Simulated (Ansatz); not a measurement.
# NbTe (CsCl type): a single-point run

Wanted: a converged single-point run for NbTe (CsCl type), and a check of what comes out. The structure is shown as the input types it.

Computed with Ansatz 0.2.0 (DFT, PBEsol, PAW with other files of Ansatz's library (core large), scalar-relativistic (as first typed), unless a step's input says otherwise).

1 further run of the same task is left out (it didn't finish). Runs told in other sessions of the task aren't counted.

### Step 1. The structure to begin with

The structure is cubic, space group Pm-3m (No. 221). The conventional cell has a = 2.722 Å, b = 2.722 Å, c = 2.722 Å, α = 90.00°, β = 90.00°, γ = 90.00°. Nb (site symmetry m-3m) has 8 Te at 2.36 Å in its first shell of neighbours. Te (site symmetry m-3m) has 8 Nb at 2.36 Å in its first shell of neighbours.

Coordinates:

```cif
data_structure
_symmetry_space_group_name_H-M 'Pm-3m'
_symmetry_Int_Tables_number 221
_cell_length_a 2.7219
_cell_length_b 2.7219
_cell_length_c 2.7219
_cell_angle_alpha 90.000
_cell_angle_beta 90.000
_cell_angle_gamma 90.000
_cell_volume 20.17
loop_
_atom_site_label
_atom_site_type_symbol
_atom_site_symmetry_multiplicity
_atom_site_Wyckoff_symbol
_atom_site_fract_x
_atom_site_fract_y
_atom_site_fract_z
_atom_site_occupancy
Nb1 Nb 1 a 0.00000 0.00000 0.00000 1
Te1 Te 1 b 0.50000 0.50000 0.50000 1
```

### Step 2. Input and run

input.yaml reads:

```yaml
crystal:
  lattice:
    - [2.7219124192, 0.0, 0.0]
    - [0.0, 2.7219124192, 0.0]
    - [0.0, 0.0, 2.7219124192]
  atoms:
    - { symbol: Nb, position: [0.0, 0.0, 0.0], spin: 2.0 }
    - { symbol: Te, position: [0.5, 0.5, 0.5] }
kpoints:
  mp_grid: { grid: [12, 12, 12] }
scf:
  occupations: { method: fermi_dirac, width: 0.1 }
  max_iter: 100
hamiltonian:
  xc: pbesol
  pseudopotentials: { kind: paw, core: large }
output:
  forces: true
  stress: true
  eigenvalues: true
```

Started as:

```
> ansatz run input.yaml --threads 1 --pin off --max-ram 2048MiB --backend cpu --events-out ev --progress --plain --runs-dir out
```

Standard output:

```text
Error: inconsistent input (magnetization.spin_polarized): false but per-atom `spin:`, `per_species`, `initial_magnetization`, `magnetic_field`, or `spin_locking` is set
```

Wall time 0.02 s (1 thread of AMD EPYC 9R45 (Zen 5), shared host); peak memory 0.038 GiB.

### Step 3. Diagnosis

The program refused the input before any cycle. The line that matters: «inconsistent input (magnetization.spin_polarized): false but per-atom `spin:`, `per_species`, `initial_magnetization`, `magnetic_field`, or `spin_locking` is set»

Moments need two spin channels, and the input asks for one.

The cure: switch spin polarisation on, or remove the moments.

### Step 4. Second try

Other changes include scf.max_iter, hamiltonian.pseudopotentials, output requests.

input.yaml reads:

```yaml
crystal:
  lattice:
    - [2.7219124192, 0.0, 0.0]
    - [0.0, 2.7219124192, 0.0]
    - [0.0, 0.0, 2.7219124192]
  atoms:
    - { symbol: Nb, position: [0.0, 0.0, 0.0] }
    - { symbol: Te, position: [0.5, 0.5, 0.5] }
kpoints:
  mp_grid: { grid: [12, 12, 12] }
scf:
  occupations: { method: fermi_dirac, width: 0.1 }
hamiltonian:
  xc: pbesol
  pseudopotentials: { kind: paw }
output:
  forces: true
  stress: true
  eigenvalues: true
  populations: true
```

Started as:

```
> ansatz run input.yaml --threads 1 --pin off --max-ram 2048MiB --backend cpu --events-out ev --progress --plain --runs-dir out
```

The main lines of its log:

```text
[...]
Basis set: ecut = 420 eV, 389 PW (Γ), exchange–correlation on 40×40×40 points (8 copies of the dense FFT grid, shifted against one another)
[...]
k-points: 84 of 1728
[...]
SCF iter   1: F=—  HF=-11386.063821 eV  |F-HF|=—  |Δ(HF+E_count)|=         —  Δρ=1.39e-1  dr2=5.22e0  ethr=1.77e-3  ⟨swp⟩=5.2  Hψ=8036  notcnv=0
preconditioner: auto → none  [metal: Δε(μ)=0.077 eV  Ē_g=21.366 eV  σ=0.100 eV  W_gap=0.18  n_scr=6 (ndim 8)  ℏωp=34.1 eV  f_vac=0.000  D(μ)=0.70/eV (n_scr^D=6)  sad-step TF]
SCF iter   2: F=—  HF=-11384.733897 eV  |F-HF|=—  |Δ(HF+E_count)|=    1.33e0  Δρ=7.80e-2  dr2=1.55e0  ethr=1.77e-3  ⟨swp⟩=3.2  Hψ=3449  notcnv=0  defer=6
[...]
SCF iter   6: F=—  HF=-11384.136347 eV  |F-HF|=—  |Δ(HF+E_count)|=   3.20e-6  Δρ=4.02e-5  dr2=1.94e-7  ethr=1.88e-8  ⟨swp⟩=2.0  Hψ=2275  notcnv=0  defer=6
SCF iter   7: F=-11384.136347 eV  HF=-11384.136347 eV  |F-HF|=3.30e-9  |Δ(HF+E_count)|=   1.76e-8  Δρ=4.99e-6  dr2=4.78e-9  ethr=3.45e-10  ⟨swp⟩=5.5  Hψ=7403  notcnv=0
[...]
SCF converged after 7 iterations
Free energy (F): -11384.136347 eV
[...]
E sigma→0 (E₀):  -11384.124326 eV
[...]
Fermi energy:    36.426936 eV
[...]
  P = ⅓ Tr σ = 406.3354 GPa (4063.354 kbar)
[...]
```

Wall time 1.1 s (1 thread of AMD EPYC 9R45 (Zen 5), shared host); peak memory 0.38 GiB.

### Step 5. Outcome

| quantity | value |
| --- | --- |
| first try | refused |
| cause | moments without spin polarisation |
| second try | converged, 7 SCF cycles |
| energy (zero set by the potentials) | -11384.1363 eV |
| pressure | 406.34 GPa |
| gap on the mesh | none (metal on this mesh) |
| largest force | 0.000 eV/Å |

The mended input goes through in 7 SCF cycles. The structure is not at rest: the sound run finds 406 GPa, so these are no properties of the relaxed crystal. 

At pressures up to 406 GPa the PAW spheres may overlap and frozen cores may not hold, so those PAW values are rough without an all-electron check.
